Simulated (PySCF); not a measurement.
# Cu: interval between two levels with spin-orbit coupling

Wanted: the interval between two levels of copper, up a ladder of methods.

Program: PySCF 2.14.0. Level of theory: two-component X2C-1e, generalised determinants. These are calculated values, not measurements, unless marked.

## 1. The system

| Item | Value |
| --- | --- |
| Element | copper (Z = 29) |
| Basis | x2c-SVPall-2c with one added diffuse shell each of s, d type (6s5p4d1f, 48 functions) |
| Hamiltonian | two-component X2C-1e, Gaussian nucleus, no Breit or QED terms; spin-orbit coupling, run by run: off; screened by Boettger's factors |
| Core shells frozen in the correlated runs | [Ne] (for Cu) |
| State 1 | Cu 3d9 4s1 5s1 4D7/2: [Ar] 3d9 4s1 5s1; 3d3/2 filled at m_j = -3/2, -1/2, +1/2, +3/2; 3d5/2 filled at m_j = -3/2, -1/2, +1/2, +3/2, +5/2; 4s1/2 filled at m_j = +1/2; 5s1/2 filled at m_j = +1/2 |
| Needed too, but not shown | Cu [Ar] 3d10 4s1 (2S) |
| Methods | GHF, GMP2 |

Outer shells as boxes (Hund's rule):

Cu [Ar] 3d9 4s1 5s1
```
[Ar] core
3d [↑↓][↑↓][↑↓][↑↓][↑ ]
4s [↑ ]
5s [↑ ]
```

All steps ran in one process of a driver on top of PySCF, which takes the settings above as its task.

It was started by

```console
> OMP_NUM_THREADS=1 python sorun2.py TASK.json OUT
```

The integrals over 48 functions and the set-up took 0.52 s of CPU time.

## 2. Cu 3d9 4s1 5s1 4D7/2: the ladder of methods

GHF (spin-free):

The program printed:

```text
cycle= 1 E= -1652.6616030708  delta_E= -1.65e+03  |FDS-SDF|= 0.0182
cycle= 2 E= -1652.6653104352  delta_E= -0.00371  |FDS-SDF|= 0.00523
cycle= 3 E= -1652.6658188141  delta_E= -0.000508  |FDS-SDF|= 0.00257
cycle= 4 E= -1652.6659459413  delta_E= -0.000127  |FDS-SDF|= 0.000265
cycle= 5 E= -1652.6659650090  delta_E= -1.91e-05  |FDS-SDF|= 3.13e-05
cycle= 6 E= -1652.6659663423  delta_E= -1.33e-06  |FDS-SDF|= 9.86e-06
cycle= 7 E= -1652.6659665328  delta_E= -1.91e-07  |FDS-SDF|= 2.69e-06
cycle= 8 E= -1652.6659665406  delta_E= -7.75e-09  |FDS-SDF|= 8.08e-07
cycle= 9 E= -1652.6659665410  delta_E= -4.1e-10  |FDS-SDF|= 2.56e-07
```

Time after the integrals: 0.39 s (1 thread of Neoverse-V1, shared host).

Occupied spinors (without spin-orbit coupling the j labels only name the start):

| spinor shell | electrons | mean energy (eV) | weight of the nominal j | rms radius (bohr) |
| --- | --- | --- | --- | --- |
| 1s1/2 | 2 | -9058.0 | 1.000 | 0.0602 |
| 2s1/2 | 2 | -1146.7 | 1.000 | 0.254 |
| 2p3/2 | 4 | -987.41 | 0.833 | 0.228 |
| 2p1/2 | 2 | -988.31 | 0.667 | 0.228 |
| 3s1/2 | 2 | -152.76 | 1.000 | 0.765 |
| 3p3/2 | 4 | -102.89 | 0.833 | 0.816 |
| 3p1/2 | 2 | -105.06 | 0.667 | 0.816 |
| 3d5/2 | 5 | -25.254 | 0.760 | 1.05 |
| 3d3/2 | 4 | -26.028 | 0.700 | 1.04 |
| 4s1/2 | 1 | -12.790 | 1.000 | 2.87 |
| 5s1/2 | 1 | -2.523 | 1.000 | 8.52 |

M_J = 7/2, ⟨J²⟩ = 15.755, ⟨L²⟩ = 6.005, ⟨S²⟩ = 3.750.

GMP2 (spin-free):

This step left no log, only its results.

It took 0.24 s on 1 thread of Neoverse-V1, shared host, the integrals not counted.

With 19 electrons correlated and 6 very high virtual spinors dropped, the MP2 correlation energy is -0.30944 hartree. Largest pairs: 3d3/2-3d5/2 -0.0915, 3d5/2-3d5/2 -0.0536, 3d5/2-3p3/2 -0.0331, 3d3/2-3d3/2 -0.0328, 3d3/2-3p3/2 -0.0234.

GHF (screened spin-orbit):

The program printed:

```text
cycle= 1 E= -1652.6954168441  delta_E= -1.65e+03  |FDS-SDF|= 0.0188
cycle= 2 E= -1652.6993142277  delta_E= -0.0039  |FDS-SDF|= 0.00524
cycle= 3 E= -1652.6998296922  delta_E= -0.000515  |FDS-SDF|= 0.00264
cycle= 4 E= -1652.6999612482  delta_E= -0.000132  |FDS-SDF|= 0.000294
cycle= 5 E= -1652.6999808252  delta_E= -1.96e-05  |FDS-SDF|= 3.33e-05
cycle= 6 E= -1652.6999820721  delta_E= -1.25e-06  |FDS-SDF|= 1.02e-05
cycle= 7 E= -1652.6999822445  delta_E= -1.72e-07  |FDS-SDF|= 2.76e-06
cycle= 8 E= -1652.6999822519  delta_E= -7.38e-09  |FDS-SDF|= 8.51e-07
cycle= 9 E= -1652.6999822522  delta_E= -3.48e-10  |FDS-SDF|= 2.67e-07
```

It took 0.4 s on 1 thread of Neoverse-V1, shared host, the integrals not counted.

The outer occupied spinors:

| spinor shell | electrons | mean energy (eV) | weight of the nominal j | rms radius (bohr) |
| --- | --- | --- | --- | --- |
| 2p3/2 | 4 | -980.66 | 1.000 | 0.229 |
| 3s1/2 | 2 | -152.74 | 1.000 | 0.765 |
| 3p1/2 | 2 | -106.63 | 0.947 | 0.812 |
| 3p3/2 | 4 | -102.12 | 0.974 | 0.818 |
| 3d3/2 | 4 | -26.236 | 0.805 | 1.04 |
| 3d5/2 | 5 | -25.095 | 0.844 | 1.05 |
| 4s1/2 | 1 | -12.790 | 1.000 | 2.87 |
| 5s1/2 | 1 | -2.523 | 1.000 | 8.52 |

M_J = 7/2, ⟨J²⟩ = 15.755, ⟨L²⟩ = 6.006, ⟨S²⟩ = 3.751. Rows whose weight is well below 1 mix j = l ± 1/2: exchange competes with spin-orbit coupling there.

GMP2 (screened spin-orbit):

No log was kept for this step.

It took 0.24 s on 1 thread of Neoverse-V1, shared host, the integrals not counted.

With 19 electrons correlated and 6 very high virtual spinors dropped, the MP2 correlation energy is -0.30946 hartree. Largest pairs: 3d3/2-3d5/2 -0.0974, 3d5/2-3d5/2 -0.0504, 3d5/2-3p3/2 -0.0330, 3d3/2-3d3/2 -0.0301, 3d3/2-3p3/2 -0.0233.

## 3. Differences of total energies

Interval between two levels: Cu [Ar] 3d10 4s1 [4s1/2^1, M_J = 1/2] → Cu [Ar] 3d9 4s1 5s1 [3d3/2^4 3d5/2^5 4s1/2^1 5s1/2^1, M_J = 7/2].

| method | value (eV) |
| --- | --- |
| GHF (spin-free) | 5.153 |
| GMP2 (spin-free) | 8.339 |
| GHF (screened spin-orbit) | 5.047 |
| GMP2 (screened spin-orbit) | 8.233 |

The differences also use runs on Cu [Ar] 3d10 4s1 (2S), which are not shown here.

## 4. What came out

```
                                           quantity                                                       value
interval between two levels, Cu → 3d9 4s1 5s1 4D7/2  GHF (spin-free) 5.153, GMP2 (screened spin-orbit) 8.233 eV
```

The methods span 3.292 eV, from GHF (screened spin-orbit) (5.047) to GMP2 (spin-free) (8.339). No reference value is at hand in this session. Spin-orbit coupling moves the difference by -0.105 eV at GMP2. All values hold for this basis alone; no basis-set limit was taken.
